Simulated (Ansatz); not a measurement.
# RuH₂+ (quartet): from Hartree-Fock to the top rungs, def2-TZVPP

The task here is to estimate one member of a computed series from the others.

Program: Ansatz 0.2.0, Gaussian basis. Level of theory: def2-TZVPP, core rule «outside noble gas», up to 4 orbitals frozen. These are calculated values, not measurements.

To be run: UHF; CCSD(T) on ROHF; CCSD(T) on UHF; CCSDT(Q) on ROHF; CCSDT(Q) on UHF; CASSCF and MRCISD+Q, 9 electrons in 8 orbitals; CASSCF and MRCISD+Q(relaxed), 9 electrons in 8 orbitals; CASSCF and NEVPT2, 9 electrons in 8 orbitals.

5 further runs of the same task are left out: 5 set aside as unsound or not needed.

## The system

The geometry is a PBE0/def2-TZVP stationary point (not a proven minimum) of the parent state, kept for this charge and spin. No spin-orbit coupling is included. Elements past krypton take def2 core potentials.

3 atoms, charge 1, spin multiplicity 4.

Atoms are counted from 1 here; the program's logs count them from 0.

Bond lengths: Ru1–H2 1.687 Å, Ru1–H3 1.687 Å. Angles: H2–Ru1–H3 140.7°.

Geometry (Å):

```csv
atom,x (Å),y (Å),z (Å)
Ru1,0.00000,-0.01110,0.00000
H2,0.00000,0.55652,-1.58815
H3,0.00000,0.55652,1.58815
```

Set-up of the first run:

in.yaml reads:

```yaml
crystal:
  periodic: [false, false, false]
  atoms:
    - {symbol: Ru, position_ang: [0.000000, -0.011100, 0.000000]}
    - {symbol: H, position_ang: [0.000000, 0.556518, -1.588153]}
    - {symbol: H, position_ang: [0.000000, 0.556518, 1.588153]}
basis:
  gaussian: {orbitals: def2-TZVPP}
total_charge: 1
magnetization: {spin_polarized: true, initial_magnetization: 3}
hamiltonian: {xc: hf}
output: {orbitals: {seedname: orbitals}}
```

Command:

```
ansatz run in.yaml --threads 1 --pin off --events-out ev --progress --plain --max-ram 4096MiB --backend cpu
```

Steps of the session up to this table: UHF; CCSD(T) on ROHF; CCSD(T) on UHF; CCSDT(Q) on ROHF; CCSDT(Q) on UHF; CASSCF and MRCISD+Q, 9 electrons in 8 orbitals; CASSCF and MRCISD+Q(relaxed), 9 electrons in 8 orbitals; CASSCF and NEVPT2, 9 electrons in 8 orbitals.

One table of the session follows, with a row left open; its other results are not shown here.

```
                   method  from RCCSDT(Q) (kJ/mol)
                     ROHF                   +752.0
                      UHF                   +625.2
                     RMP2                   +101.6
                     UMP2                   +117.7
                    RCCSD                    +40.3
                    UCCSD                    +34.3
                 RCCSD(T)                     +5.6
                 UCCSD(T)                     +5.2
                   RCCSDT                        ?
                   UCCSDT                     -2.1
                RCCSDT(Q)                        0
                UCCSDT(Q)                     -4.8
           CASSCF valence                   +512.5
           NEVPT2 valence                    +82.2
           MRCISD valence                    +41.4
         MRCISD+Q valence                    +14.1
MRCISD+Q(relaxed) valence                     +8.5
```

**Question.** Estimate the row for RCCSDT.

**Answer.** from RCCSDT(Q) (kJ/mol): +3.0. In the column «from RCCSDT(Q) (kJ/mol)» it lies between RCCSDT(Q) (0) and UCCSD(T) (+5.2).

Some runs used a GPU and others CPU threads alone; cost is compared among the CPU runs only.

Caveats from the session: The determinant is far from a pure spin state, so its energy mixes those of several spin states (harmless only where they are near-degenerate, as at dissociation). Warnings: spin contamination; coupled cluster took another determinant than the lowest; large T1 diagnostic. Restricted and unrestricted rows rest on different reference determinants; where their highest levels disagree by more than a few hundredths of an eV, they describe different states and don't form one ladder.
